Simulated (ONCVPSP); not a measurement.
# Mo: generating and testing an ONCV potential

Do these settings give a usable potential? It is generated, then checked for transferability, scattering, ghosts and hardness.

Program: ONCVPSP 4.0.1. Reference atom: PBE, scalar-relativistic, spherical and spin-unpolarised. All values are calculated.

### 1 The design

The settings as typed:

| Quantity | Value |
| --- | --- |
| element | molybdenum (Mo, Z = 42) |
| type | optimised norm-conserving Vanderbilt (ONCV) |
| frozen core | [Ar] 3d10 |
| valence charge | 14 |
| reference configuration | 4s2 4p6 4d5 (charge +1) |
| partial waves | 4s: rc 1.85 bohr, ncon 4, nbas 8, qcut 7.7 1/bohr, 2 projectors, debl 4 Ha; 4p: rc 1.90 bohr, ncon 3, nbas 6, qcut 5.6 1/bohr, 3 projectors, debl 3 Ha; 4d: rc 2.20 bohr, ncon 3, nbas 7, qcut 6.5 1/bohr, 2 projectors, debl 2 Ha; f scattering state at 0.45 Ha: rc 2.05 bohr, ncon 3, nbas 6, qcut 6.2 1/bohr, 3 projectors, debl 1 Ha |
| local potential | polynomial inside 1.20 bohr (lpopt 3, dvloc0 1 Ha) |
| core correction | not asked for |

An earlier all-electron run gives the scale for the radii.

All-electron outer shells of the reference configuration (PBE, scalar-relativistic, ld1.x):

| shell | level (eV) | outermost node (bohr) | outermost maximum (bohr) |
| --- | --- | --- | --- |
| 4s | -71.11 | 0.51 | 0.99 |
| 4p | -45.29 | 0.52 | 1.08 |
| 4d | -10.41 | 0.53 | 1.38 |
| 5s | -9.83 | 1.34 | 2.79 |
| 5p | -5.91 | 1.53 | 3.53 |

### 2 Generating the potential

The input, Mo.dat:

```
# ATOM AND REFERENCE CONFIGURATION
# atsym  z   nc   nv     iexc    psfile
  Mo 42.00    6    3        4      upf
#
#   n    l    f
    1    0    2.00
    2    0    2.00
    2    1    6.00
    3    0    2.00
    3    1    6.00
    3    2   10.00
    4    0    2.00
    4    1    6.00
    4    2    5.00
#
# PSEUDOPOTENTIAL AND OPTIMIZATION
# lmax
    3
#
#   l,   rc,      ep,       ncon, nbas, qcut
    0    1.85    0.00    4    8    7.70
    1    1.90    0.00    3    6    5.60
    2    2.20    0.00    3    7    6.50
    3    2.05    0.45    3    6    6.20
#
# LOCAL POTENTIAL
# lloc, lpopt,  rc(5),   dvloc0
    4    3    1.20    1.00
#
# VANDERBILT-KLEINMAN-BYLANDER PROJECTORs
# l, nproj, debl
    0    2    4.00
    1    3    3.00
    2    2    2.00
    3    3    1.00
#
# MODEL CORE CHARGE
# icmod, fcfact, rcfact
    0    0.00    0.00
#
# LOG DERIVATIVE ANALYSIS
# epsh1, epsh2, depsh
   -4.00    5.00    0.02
#
# OUTPUT GRID
# rlmax, drl
    6.00    0.01
#
# TEST CONFIGURATIONS
# ncnf
    4
# nvcnf
#   n    l    f
    4
    4    0    2.00
    4    1    6.00
    4    2    5.00
    5    0    1.00
#
    3
    4    0    2.00
    4    1    6.00
    4    2    4.00
#
    3
    4    0    2.00
    4    1    6.00
    4    2    3.00
#
    3
    4    0    2.00
    4    1    6.00
    4    2    6.00
#
```

Launch:

```bash
$ oncvpsp.x < Mo.dat > Mo.out
```

Q: Predict the outcome of this session. Wanted: cutoffs for 1 and 0.1 mHa per electron, occupied waves; bound ghosts; GHOST(+) flags; largest test error; largest phase difference near zero energy, channels read.

**Answer**, as computed:

```
                                                quantity                     value
  cutoffs for 1 and 0.1 mHa per electron, occupied waves           18 Ha and 22 Ha
                                            bound ghosts          f at -2566.67 eV
                                          GHOST(+) flags               s at 245 eV
                            largest test error (AE − PS)  +34 meV, for 4s2 4p6 4d3
largest phase difference near zero energy, channels read                 0.001 rad
```

What this shows: A bound ghost (f) makes it unfit for use: electrons can fall into a state that the atom doesn't have. The worst unpolarised test, 4s2 4p6 4d3, is off by 34 meV on 42.2 eV; by total energies transferability rates as fair. It counts as of middling hardness, with 18 Ha needed at the looser tolerance. At the looser tolerance the 4s wave is the slowest; 4d needs 15 Ha. Near zero energy the phases of the channels with partial waves agree within 0.001 rad. The program also flags highly localised states, GHOST(+) (s).
